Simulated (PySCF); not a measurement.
# CH₅As: electronic structure in real space

Aim: take CH₅As and analyse its density (charges, bond critical points, surface potential), see where an electron leaves and enters and measure its response to a uniform field.

Computed with PySCF 2.14.0. Level: levels as typed in each script, gas phase, geometry from GFN2-xTB.

### Step 1. Where the work starts

SMILES `C[AsH2]`, 7 atoms, charge 0, spin multiplicity 1.

Bond lengths: C1–As2 1.974 Å, C1–H3 1.090 Å, C1–H4 1.090 Å, C1–H5 1.088 Å, As2–H6 1.502 Å, As2–H7 1.502 Å. Angles: As2–C1–H3 109.5°, As2–C1–H4 109.5°, As2–C1–H5 112.2°, H3–C1–H4 107.9°, H3–C1–H5 108.9°, H4–C1–H5 108.9°, C1–As2–H6 94.6°, C1–As2–H7 94.6°, H6–As2–H7 89.1°.

As a file:

| atom | x (Å) | y (Å) | z (Å) |
| --- | --- | --- | --- |
| C1 | 1.55068 | 0.00004 | -0.01869 |
| As2 | -0.42178 | -0.00020 | 0.06517 |
| H3 | 1.93649 | -0.88271 | 0.49133 |
| H4 | 1.93653 | 0.87924 | 0.49704 |
| H5 | 1.91795 | 0.00369 | -1.04268 |
| H6 | -0.58807 | 1.05707 | -0.98867 |
| H7 | -0.58812 | -1.05080 | -0.99549 |

### Step 2. Density, bond paths and surface potential (wB97X/def2-tzvp)

input.py

```python
import numpy as np
from pyscf import gto, scf, dft
from pyscf.scf import atom_ks, atom_hf
from scipy.linalg import block_diag

def solve(mol, dm0=None, hcore=None):
    mf = (dft.UKS if mol.spin else dft.RKS)(mol, xc='wb97x')
    mf.grids.level = 3
    mf = mf.density_fit(auxbasis='def2-universal-jkfit')
    mf.conv_tol, mf.max_cycle = 1e-8, 80
    if hcore is not None:
        mf.get_hcore = lambda *args: hcore
    mf.kernel(dm0)
    if not mf.converged:
        mf = mf.newton().run(mf.mo_coeff, mf.mo_occ, max_cycle=30)
    assert mf.converged, 'SCF not converged'
    return mf

mol = gto.M(atom='''
C      1.55068     0.00004    -0.01869
As    -0.42178    -0.00020     0.06517
H      1.93649    -0.88271     0.49133
H      1.93653     0.87924     0.49704
H      1.91795     0.00369    -1.04268
H     -0.58807     1.05707    -0.98867
H     -0.58812    -1.05080    -0.99549
''', basis='def2-tzvp', charge=0, spin=0, verbose=4)
mf = solve(mol)
mf.analyze()
# spherically averaged free atoms, for the promolecule
atm = atom_ks.get_atm_nrks(mol, xc='wb97x')
pro = block_diag(*[(atm[a[0]][2] * atm[a[0]][3]) @ atm[a[0]][2].T for a in mol._atom])
np.savez('result.npz', e=mf.e_tot, c=mf.mo_coeff, occ=mf.mo_occ, eps=mf.mo_energy, pro=pro, dip=mf.dip_moment(verbose=0), s2=mf.spin_square()[0])
```

On the command line:

```bash
$ OMP_NUM_THREADS=1 python input.py
```

### Step 4. Removing and adding an electron (wB97X/def2-tzvp)

input.py: that of step 2 with these lines changed.

```diff
@@ -28,3 +28,12 @@
 mf = solve(mol)
-mf.analyze()
+out = dict(e0=mf.e_tot, dm0=mf.make_rdm1(), c=mf.mo_coeff, occ=mf.mo_occ, eps=mf.mo_energy)
+for name, dq, spin in [('cation', 1, 1)]:
+    ion = mol.copy().set(charge=mol.charge + dq, spin=spin).build()
+    mi = solve(ion)
+    if spin and dq > 0 and mol.nao < 130:
+        c, _, stable, _ = mi.stability(return_status=True)
+        if not stable:
+            mi = solve(ion, mi.make_rdm1(c, mi.mo_occ))
+    print(name, 'vertical energy change / eV', (mi.e_tot - mf.e_tot) * 27.211386)
+    out.update({'e_' + name: mi.e_tot, 'dm_' + name: mi.make_rdm1(), 's2_' + name: mi.spin_square()[0], 'eps_' + name: mi.mo_energy, 'occ_' + name: mi.mo_occ})
 # spherically averaged free atoms, for the promolecule
@@ -32,2 +41,2 @@
 pro = block_diag(*[(atm[a[0]][2] * atm[a[0]][3]) @ atm[a[0]][2].T for a in mol._atom])
-np.savez('result.npz', e=mf.e_tot, c=mf.mo_coeff, occ=mf.mo_occ, eps=mf.mo_energy, pro=pro, dip=mf.dip_moment(verbose=0), s2=mf.spin_square()[0])
+np.savez('result.npz', pro=pro, **out)
```

### Step 6. Response to an electric field (wB97X/def2-tzvp)

input.py: that of step 4 with these lines changed.

```diff
@@ -27,13 +27,10 @@
 ''', basis='def2-tzvp', charge=0, spin=0, verbose=4)
+field = np.array([0.004, 0.0, 0.0])  # atomic units
+mol.set_common_orig(mol.atom_charges() @ mol.atom_coords() / mol.atom_charges().sum())
 mf = solve(mol)
-out = dict(e0=mf.e_tot, dm0=mf.make_rdm1(), c=mf.mo_coeff, occ=mf.mo_occ, eps=mf.mo_energy)
-for name, dq, spin in [('cation', 1, 1)]:
-    ion = mol.copy().set(charge=mol.charge + dq, spin=spin).build()
-    mi = solve(ion)
-    if spin and dq > 0 and mol.nao < 130:
-        c, _, stable, _ = mi.stability(return_status=True)
-        if not stable:
-            mi = solve(ion, mi.make_rdm1(c, mi.mo_occ))
-    print(name, 'vertical energy change / eV', (mi.e_tot - mf.e_tot) * 27.211386)
-    out.update({'e_' + name: mi.e_tot, 'dm_' + name: mi.make_rdm1(), 's2_' + name: mi.spin_square()[0], 'eps_' + name: mi.mo_energy, 'occ_' + name: mi.mo_occ})
+out = dict(dm0=mf.make_rdm1(), d0=mf.dip_moment(unit='AU'), e0=mf.e_tot)
+for name, sign in (('p', 1), ('m', -1)):
+    h = mf.get_hcore() + sign * np.einsum('x,xij->ij', field, mol.intor('int1e_r'))
+    mi = solve(mol, mf.make_rdm1(), h)
+    out.update({'dm' + name: mi.make_rdm1(), 'd' + name: mi.dip_moment(unit='AU'), 'e' + name: mi.e_tot})
 # spherically averaged free atoms, for the promolecule
```

(Steps that only read results are left out.)

Before running it: what results should come out? Wanted: dipole moment; HOMO, LUMO; vertical ionisation energy; polarisability along the field.

The runs gave:

| quantity | value |
| --- | --- |
| dipole moment (wB97X/def2-tzvp) | 0.92 D |
| HOMO, LUMO (wB97X/def2-tzvp) | -9.57, 2.47 eV |
| vertical ionisation energy (wB97X/def2-tzvp) | 9.77 eV |
| polarisability along the field (wB97X/def2-tzvp) | 49.7 bohr³ |

What this shows: At wB97X/def2-tzvp: The highest Hirshfeld charge is on As2 (+0.14 e), the lowest on C1 (−0.19 e). The ionisation energy from two SCF runs, 9.77 eV, lies 0.2 eV above −ε(HOMO) = 9.57 eV of the same level, wB97X/def2-tzvp. The geometry was not optimised at these levels.
